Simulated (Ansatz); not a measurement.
# C2H8BFSi: small, medium and large basis sets

An exercise on one series of results from a longer session: the logs are not shown, and one member is left open.

The runs use Ansatz 0.2.0, Gaussian basis; one geometry, several basis sets.

The runs, in order: PBE0-D4/def2-SVP; ωB97M-V/def2-SVP; PBE0-D4/def2-QZVPP; ωB97M-V/def2-QZVPP; the functionals' def2-TZVPP values are taken from earlier runs.

## Structure used throughout

All runs share one geometry, relaxed beforehand with PBE0-D4 in a triple-zeta def2 set.

SMILES `BC(C)(F)[SiH3]`, 13 atoms, charge 0, spin multiplicity 1.

Atoms are counted from 1 here; the program's logs count them from 0.

Bond lengths: B1–C2 1.511 Å, B1–H6 1.199 Å, B1–H7 1.193 Å, C2–C3 1.512 Å, C2–F4 1.396 Å, C2–Si5 1.985 Å, C3–H8 1.093 Å, C3–H9 1.093 Å, C3–H10 1.091 Å, Si5–H11 1.482 Å, Si5–H12 1.482 Å, Si5–H13 1.487 Å. Angles: C2–B1–H6 117.3°, C2–B1–H7 121.2°, H6–B1–H7 121.0°, B1–C2–C3 124.2°, B1–C2–F4 116.1°, B1–C2–Si5 90.4°, C3–C2–F4 108.9°, C3–C2–Si5 107.7°, F4–C2–Si5 105.7°, C2–C3–H8 109.0°, C2–C3–H9 112.2°, C2–C3–H10 110.6°, H8–C3–H9 107.8°, H8–C3–H10 108.3°, H9–C3–H10 108.9°, C2–Si5–H11 109.2°, C2–Si5–H12 103.6°, C2–Si5–H13 113.2° and more.

The first run:

Input file in.yaml:

```yaml
crystal:
  periodic: [false, false, false]
  atoms:
    - {symbol: B, position_ang: [-1.062821, 0.254212, 1.128705]}
    - {symbol: C, position_ang: [-0.365410, -0.511295, 0.029038]}
    - {symbol: C, position_ang: [0.926715, -1.275515, 0.211651]}
    - {symbol: F, position_ang: [-1.191630, -1.221111, -0.844682]}
    - {symbol: Si, position_ang: [0.065001, 1.189362, -0.898788]}
    - {symbol: H, position_ang: [-0.371831, 0.838804, 1.915020]}
    - {symbol: H, position_ang: [-2.247156, 0.396509, 1.128135]}
    - {symbol: H, position_ang: [0.704082, -2.252631, 0.647698]}
    - {symbol: H, position_ang: [1.444649, -1.442187, -0.736471]}
    - {symbol: H, position_ang: [1.594383, -0.742443, 0.889516]}
    - {symbol: H, position_ang: [1.405790, 1.653081, -0.470231]}
    - {symbol: H, position_ang: [0.054202, 0.817456, -2.332907]}
    - {symbol: H, position_ang: [-0.935475, 2.261060, -0.652083]}
basis:
  gaussian: {orbitals: def2-SVP}
hamiltonian: {xc: pbe0, dispersion: d4}
output: {orbitals: {seedname: orbitals}}
```

Among the steps run: PBE0-D4 in def2-SVP; ωB97M-V in def2-SVP; PBE0-D4 in def2-QZVPP; ωB97M-V in def2-QZVPP.

One table of the session follows, with a row left open; its other results are not shown here.

It belongs to the step «Functionals by basis». 

| functional | basis | HOMO (eV) |
| --- | --- | --- |
| PBE0-D4 | def2-SVP | -7.78 |
| PBE0-D4 | def2-TZVPP | -7.84 |
| PBE0-D4 | def2-QZVPP | -7.86 |
| ωB97M-V | def2-SVP | -9.97 |
| ωB97M-V | def2-TZVPP | -10.05 |
| ωB97M-V | def2-QZVPP | ? |

**Question.** Estimate the row for ωB97M-V, def2-QZVPP.

As computed: HOMO (eV): -10.07. In the column «HOMO (eV)» it is the lowest.
